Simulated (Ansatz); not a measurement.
# MoW2: the cost of one run

Computed with Ansatz 0.2.0 (DFT PBE, scalar-relativistic, plane waves, PAW, unless a step names another level, unless a step's input says otherwise).

1 further run of the same task is left out (it didn't finish).

### Step 1. The system as given

It takes space group P-3m1 (No. 164, trigonal). The conventional cell has a = 4.491 Å, b = 4.491 Å, c = 2.751 Å, α = 90.00°, β = 90.00°, γ = 120.00°. Mo (site symmetry -3m) has 6 W at 2.75 Å and 2 Mo at 2.75 Å as nearest neighbours. Around W (site symmetry 3m) lie 3 Mo at 2.75 Å and 5 W at 2.75 Å.

As a file:

```cif
data_structure
_symmetry_space_group_name_H-M 'P 1'
_symmetry_Int_Tables_number 1
_cell_length_a 4.4912
_cell_length_b 4.4912
_cell_length_c 2.7510
_cell_angle_alpha 90.000
_cell_angle_beta 90.000
_cell_angle_gamma 120.000
_cell_volume 48.06
loop_
_atom_site_label
_atom_site_type_symbol
_atom_site_fract_x
_atom_site_fract_y
_atom_site_fract_z
_atom_site_occupancy
Mo1 Mo 0.00000 0.00000 0.00000 1
W1 W 0.66667 0.33333 0.33135 1
W2 W 0.33333 0.66667 0.66865 1
```

It is the end of an earlier relaxation with the same method, from a generated guess; it needn't be the stable form of this composition. At a tolerance of 0.05 Å it has space group P-3m1 (No. 164); it has 16.02 Å³/atom, an uncorrected energy of -0.00 eV/atom over the elements and, on its mesh, gap none (metal).

### Step 2. Elastic constants, atoms relaxed

Input file input.yaml:

```yaml
crystal:
  lattice:
    - [4.4913860556, 0.0, 0.0]
    - [-2.2456930278, 3.8896544223, 0.0]
    - [0.0, 0.0, 2.7521648461]
  atoms:
    - { symbol: Mo, position: [0.0, 0.0, 0.0] }
    - { symbol: W, position: [0.6666666667, 0.3333333333, 0.3315957408] }
    - { symbol: W, position: [0.3333333333, 0.6666666667, 0.6684042592] }
basis:
  ecutwfc: 420
kpoints:
  mp_grid: { grid: [12, 12, 16] }
hamiltonian:
  xc: pbe
scf:
  occupations: { method: fermi_dirac, width: 0.15 }
output:
  forces: true
  stress: true
  eigenvalues: true
elastic:
  mode: relaxed_ion
  amplitude: 0.005
  stencil: two_point
```

Started as:

```bash
$ ansatz run input.yaml --threads 4 --pin off --max-ram 8192MiB --backend cpu --events-out ev --progress --plain --runs-dir out
```

Q: Estimate wall time and peak memory on 4 threads of Intel Xeon at 2.70GHz, shared host.

About 3.9 min, with a peak of 1 GiB.
